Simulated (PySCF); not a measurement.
# Nd (Nd4+): the cost of one run

Programs: PySCF 2.14.0, with routines of our own; each step states its level. All values are computed. Atoms count from 0.

## 1. The system as given

1 atom, charge 4, states of the metal's open shell are computed; geometry from: free ion.

## 2. Ligand-field states: state-averaged CASSCF

Job settings and geometry (Å):

```
{"job": {"kind": "lf", "basis": {"metal": "x2c-TZVPall", "ligand": "x2c-SVPall"}, "nevpt": true}, "charge": 4, "metal": "Nd", "open_shell": "f2"}
Nd     0.000000     0.000000     0.000000
```

Level: state-averaged CASSCF of the metal f shell, SC-NEVPT2 on the averaged canonical orbitals, state-interaction spin-orbit coupling.

The run is started by

```bash
OMP_NUM_THREADS=1 python lf_run.py task.json out
```

The driver reads the jobs from task.json and runs them one after another.

Q: Estimate the wall time and peak memory of this first job on 1 thread of Arm Neoverse N1, shared host.

About 30 s, with a peak of 0.25 GiB.
